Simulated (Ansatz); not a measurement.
Run this with Ansatz 0.2.0 through its Python package and show what comes out.

`zn.py`
```python
"""Relaxed cell of Zn under several functionals."""

import ansatz as az
import numpy as np

CUTOFF_EV = 380
KMESH = (10, 10, 10)
OCCUPATIONS = "fermi_dirac"
TOLERANCE = 1e-08
EXTRA_BANDS = 8
FORCE_TOL = 0.05

def edges_and_angles(cell):
    cell = np.asarray(cell)
    a, b, c = np.linalg.norm(cell, axis=1)
    cosines = cell[1] @ cell[2] / (b * c), cell[0] @ cell[2] / (a * c), cell[0] @ cell[1] / (a * b)
    return (a, b, c, *np.degrees(np.arccos(cosines)))


def main() -> None:
    structure = (
        az.Lattice.from_parameters(2.717652, 2.717652, 2.717652, alpha=109.47122, beta=109.47122, gamma=109.47122)
        .atom("Zn", (0.0, 0.0, 0.0))
    )

    base = (
        structure.calculation()
        .basis(CUTOFF_EV)
        .accuracy("medium")
        .kpoints(mesh=KMESH, center="gamma")
        .occupations(OCCUPATIONS, width=50 * az.meV)
        .scf(tolerance=TOLERANCE, extra_bands=EXTRA_BANDS)
        .relax(cell=True, force_tolerance=FORCE_TOL)
    )

    levels = [("pbesol", "none"), ("lda", "none"), ("pbesol", "d3bj")]
    print("level            a       b       c    alpha   beta  gamma  V/atom  steps")
    for name, dispersion in levels:
        seen = []
        run = base.functional(name, dispersion=dispersion).session().plan()
        result = run.execute(on_event=lambda e: seen.append(e) if e["event"] == "relax_step" else None)
        cell = result.lattice.cell_ang
        label = name if dispersion == "none" else f"{name}+{dispersion}"
        print("{:13s} {:7.4f} {:7.4f} {:7.4f} {:6.2f} {:6.2f} {:6.2f}".format(label, *edges_and_angles(cell)), f"{abs(np.linalg.det(cell)) / len(result.lattice.sites):7.3f} {len(seen):5d}")


if __name__ == "__main__":
    main()
```

```console
$ python zn.py
level            a       b       c    alpha   beta  gamma  V/atom  steps
DeckWarning: basis.ecutwfc = 380 eV is below the records' recommended 420 eV, and the density's cutoff is lower with it unless basis.ecutrho_ratio is high enough to keep the records' density cutoff: compare with a run at a higher cutoff
DeckWarning: relax.cell: scf.convergence.dr2_threshold = 1e-8 eV is looser than the 1e-10 eV advised for a relaxation that steers and ends on the stress (1e-10 eV for each atom of the cell: 1). What an SCF threshold leaves in a stress goes as its square root, and in the free energy as the threshold itself, and one [...]
pbesol         2.6537  2.6537  2.6537 109.47 109.47 109.47  14.386     5
lda            2.6150  2.6150  2.6150 109.47 109.47 109.47  13.766     5
pbesol+d3bj    2.6111  2.6111  2.6111 109.47 109.47 109.47  13.704     5
```
(Warnings from the package without file and line, shortened.)

From smallest to largest: PBEsol+D3BJ (13.70 Å³ an atom, -11.3 % against the start), LDA (13.77 Å³ an atom, -10.9 % against the start) and PBEsol (14.39 Å³ an atom, -6.9 % against the start). The spread is 5.0 % in volume.

What to keep in mind:
- These settings explore the input space; cutoff and mesh may be short of convergence.
- The cutoff lies under the one recommended for these potentials.
- Dispersion corrections can be off by several per cent in the lattices of metals, and by several GPa in the pressure at a fixed cell.
- For a metal this k-point mesh is coarse: on a finer one energies can move by several to tens of meV an atom and pressures by half a GPa or more, differences at one mesh by less.
- Edges and angles are those of the cell as typed, here a primitive one, not of the conventional cell.
- This isn't the structure that Zn takes at ambient conditions.
- The whole script took 11 s on 1 thread of Arm Neoverse V1 (shared host), peak memory 0.35 GiB.

(Lines on the test bed's own set-up are left out of the output.)
